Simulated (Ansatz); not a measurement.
# SrRe (CsCl type): equation of state

One table from this session's results is given with a row withheld; the runs are named, their logs left out.

Computed with Ansatz 0.2.0 (DFT PBE, scalar-relativistic, plane waves, PAW, unless a step's input says otherwise).

1 further run of the same task is left out (it didn't finish). Runs told in other sessions of the task aren't counted.

## The structure to begin with

It takes space group Pm-3m (No. 221, cubic). The conventional cell has a = 3.638 Å, b = 3.638 Å, c = 3.638 Å, α = 90.00°, β = 90.00°, γ = 90.00°. Sr (site symmetry m-3m) has 8 Re at 3.15 Å in its first shell of neighbours. Re (site symmetry m-3m) is surrounded by 8 Sr at 3.15 Å.

Coordinates:

```
CELL_PARAMETERS angstrom
3.63803 0.00000 0.00000
0.00000 3.63803 0.00000
0.00000 0.00000 3.63803
ATOMIC_POSITIONS crystal
Sr 0.00000 0.00000 0.00000
Re 0.50000 0.50000 0.50000
```

This cell comes from an earlier session at PBE: 24.075 Å³/atom at -0.01 GPa, on a 10×10×10 mesh.

Volume factors to run: 0.980, 1.020, 0.960, 1.040, 1.070, 1.100, 0.945.

Set-up of the first run:

input.yaml

```yaml
crystal:
  lattice:
    - [3.6136092868, 0.0, 0.0]
    - [0.0, 3.6136092868, 0.0]
    - [0.0, 0.0, 3.6136092868]
  atoms:
    - { symbol: Sr, position: [0.0, 0.0, 0.0] }
    - { symbol: Re, position: [0.5, 0.5, 0.5] }
basis:
  ecutwfc: 420
  ecutrho_ratio: 4
kpoints:
  mp_grid: { grid: [10, 10, 10] }
hamiltonian:
  xc: pbe
scf:
  occupations: { method: gaussian, width: 0.05 }
output:
  forces: true
  stress: true
  eigenvalues: true
```

Run with:

```sh
> ansatz run input.yaml --threads 2 --pin off --max-ram 2662MiB --backend cpu --events-out ev --progress --plain --runs-dir out
```

Steps of the session up to this table: Volume × 0.980; At 1.020 of the relaxed volume; Scaling the volume by 0.960; At 1.040 of the relaxed volume; Scaling the volume by 1.070; At 1.100 of the relaxed volume; At 0.945 of the relaxed volume.

One table of the session follows, with a row left open; its other results are not shown here.

It belongs to the step «The fit». 

```
volume (Å³/atom)  energy (meV/atom)  pressure (GPa)
          22.751              15.13            3.86
          23.112               7.77            2.69
          23.594                  ?               ?
          24.075               0.00           -0.01
          24.557               1.78           -1.16
          25.038               6.87           -2.20
          25.760              20.03           -3.58
          26.483              38.98           -4.77
```

**Question.** Estimate the row for volume (Å³/atom) = 23.594.

Worked estimate for «energy (meV/atom)». A straight line through the neighbours (23.112, 7.77) and (24.075, 0.00) gives 7.77 + (0.00 − 7.77) × (23.594 − 23.112) / (24.075 − 23.112) = 3.88; a parabola fitted to 4 rows on both sides gives 1.90.

The run gave: energy (meV/atom): 1.86; pressure (GPa): 1.27. In «energy (meV/atom)» the line misses by +2.02 and the parabola by +0.04.
